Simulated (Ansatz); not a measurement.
# Fe2O3 (Hematite): the cost of one run

Program: Ansatz 0.2.0. Level of theory: DFT PBE+U (U_eff = 4 eV on Fe 3d), scalar-relativistic, plane waves, PAW. These are calculated values, not measurements.

## (1) The system as given

It takes space group R-3c (No. 167, trigonal). The conventional cell has a = 5.038 Å, b = 5.038 Å, c = 13.772 Å, α = 90.00°, β = 90.00°, γ = 120.00°. Around Fe (site symmetry 3) lie 6 O at 1.95 to 2.12 Å. O (site symmetry 2) has 4 Fe at 1.95 to 2.12 Å as nearest neighbours.

Structure file:

```xyz
10
Lattice="2.5190 1.4543 4.5907 -2.5190 1.4543 4.5907 0.0000 -2.9087 4.5907" Properties=species:S:1:pos:R:3 pbc="T T T"
Fe    0.0000    0.0000    4.8932
Fe    0.0000    0.0000    1.9928
Fe    0.0000    0.0000    8.8788
Fe    0.0000    0.0000   11.7792
O    -0.9779    1.4543    8.0337
O    -0.7706   -1.5740    8.0337
O     1.7484    0.1197    8.0337
O     0.9779   -1.4543    5.7383
O     0.7706    1.5740    5.7383
O    -1.7484   -0.1197    5.7383
```

Starting moments: Fe 5.00 μB.

## (2) First run, at the start cell

input.yaml

```yaml
crystal:
  lattice:
    - [2.519, 1.4543453281, 4.5906666667]
    - [-2.519, 1.4543453281, 4.5906666667]
    - [0.0, -2.9086906562, 4.5906666667]
  atoms:
    - { symbol: Fe, position: [0.3553, 0.3553, 0.3553], spin: 5.0 }
    - { symbol: Fe, position: [0.1447, 0.1447, 0.1447], spin: 5.0 }
    - { symbol: Fe, position: [0.6447, 0.6447, 0.6447], spin: 5.0 }
    - { symbol: Fe, position: [0.8553, 0.8553, 0.8553], spin: 5.0 }
    - { symbol: O, position: [0.5559, 0.9441, 0.25] }
    - { symbol: O, position: [0.25, 0.5559, 0.9441] }
    - { symbol: O, position: [0.9441, 0.25, 0.5559] }
    - { symbol: O, position: [0.4441, 0.0559, 0.75] }
    - { symbol: O, position: [0.75, 0.4441, 0.0559] }
    - { symbol: O, position: [0.0559, 0.75, 0.4441] }
basis:
  ecutwfc: 420
  ecutrho_ratio: 4
kpoints:
  mp_grid: { grid: [4, 4, 4] }
hamiltonian:
  xc: pbe
  hubbard: { sites: [{ species: Fe, l: d, u_eff: 4.0 }] }
  pseudopotentials: { kind: paw, frozen_core: stored }
scf:
  occupations: { method: gaussian, width: 0.05 }
output:
  forces: true
  stress: true
  eigenvalues: true
  populations: true
  hubbard: { sites: [{ species: Fe, l: d }] }
magnetization:
  spin_polarized: true
```

The run is started by

```sh
> ansatz run input.yaml --threads 4 --pin off --max-ram 10240MiB --backend cpu --events-out ev --progress --plain --runs-dir out
```

What time and memory should one allow on 4 threads of Intel Xeon Platinum 8259CL at 2.50GHz (Skylake/Cascade Lake), shared host?

About 11 s, with a peak of 0.69 GiB.
